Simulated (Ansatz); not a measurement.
**AlGa2As3: what a guessed cell relaxes into**

Aim: relax a trial structure of AlGa2As3 and see where it ends.

Program: Ansatz 0.2.0. Level of theory: DFT PBE, scalar-relativistic, plane waves, PAW. These are calculated values, not measurements.

## Step 1: The starting structure

The structure is hexagonal, space group P6/mmm (No. 191). The conventional cell has a = 6.199 Å, b = 6.199 Å, c = 3.567 Å, α = 90.00°, β = 90.00°, γ = 120.00°. Around Al (site symmetry 6/mmm) lie 2 Al at 3.57 Å and 12 As at 3.58 Å and 6 Ga at 3.58 Å. Around Ga (site symmetry -6m2) lie 6 As at 2.53 Å. As (site symmetry mmm) has 4 Ga at 2.53 Å and 4 Al at 3.58 Å as nearest neighbours.

Structure file:

```
CELL_PARAMETERS angstrom
6.19898 0.00000 0.00000
-3.09949 5.36847 0.00000
0.00000 0.00000 3.56678
ATOMIC_POSITIONS crystal
Al 0.00000 0.00000 0.50000
Ga 0.33333 0.66667 0.50000
Ga 0.66667 0.33333 0.50000
As 0.00000 0.50000 0.00000
As 0.50000 0.00000 0.00000
As 0.50000 0.50000 0.00000
```

Recipe of the guess: species swapped into a database cell of SmB2Ir3 (P6/mmm, No. 191), with Al on the Sm sites, Ga on the B sites and As on the Ir sites. The dimensions are guesses.

## Step 2: Probe: one point on a coarse mesh

Contents of input.yaml:

```yaml
crystal:
  lattice:
    - [6.19897933, 0.0, 0.0]
    - [-3.09948967, 5.36847358, 0.0]
    - [0.0, 0.0, 3.56677929]
  atoms:
    - { symbol: Al, position: [0.0, 0.0, 0.5] }
    - { symbol: Ga, position: [0.33333333, 0.66666667, 0.5] }
    - { symbol: Ga, position: [0.66666667, 0.33333333, 0.5] }
    - { symbol: As, position: [0.0, 0.5, 0.0] }
    - { symbol: As, position: [0.5, 0.0, 0.0] }
    - { symbol: As, position: [0.5, 0.5, 0.0] }
basis:
  ecutwfc: 420
kpoints:
  mp_grid: { grid: [3, 3, 6] }
hamiltonian:
  xc: pbe
scf:
  occupations: { method: gaussian, width: 0.1 }
  lower_state_search: "off"
output:
  forces: true
  stress: true
  eigenvalues: true
```

Run with:

```sh
ansatz run input.yaml --threads 1 --pin off --max-ram 2560MiB --backend cpu --events-out ev --progress --plain --runs-dir out
```

Further runs follow: rough relaxation on the coarse mesh; relaxation on the finer mesh.

Before running it: what results should come out? Wanted: conventional cell; volume; energy over the elements; gap on the mesh.

As calculated:

```
                              quantity                                                                       value
symmetry at the end (tolerance 0.05 Å)                                                space group P6/mmm (No. 191)
                     conventional cell  a = 6.428 Å, b = 6.428 Å, c = 3.841 Å, α = 90.00°, β = 90.00°, γ = 120.00°
                                volume                                                               22.91 Å³/atom
              energy over the elements                                                               +0.39 eV/atom
                       gap on the mesh                                                                none (metal)
```

In words: The space group P6/mmm (No. 191) is kept, and the volume per atom grows by 15.8 % from the first guess. With a positive formation energy it can't be a ground state. No finished test with a distortion of lower symmetry is shown, so the end may be a saddle point.
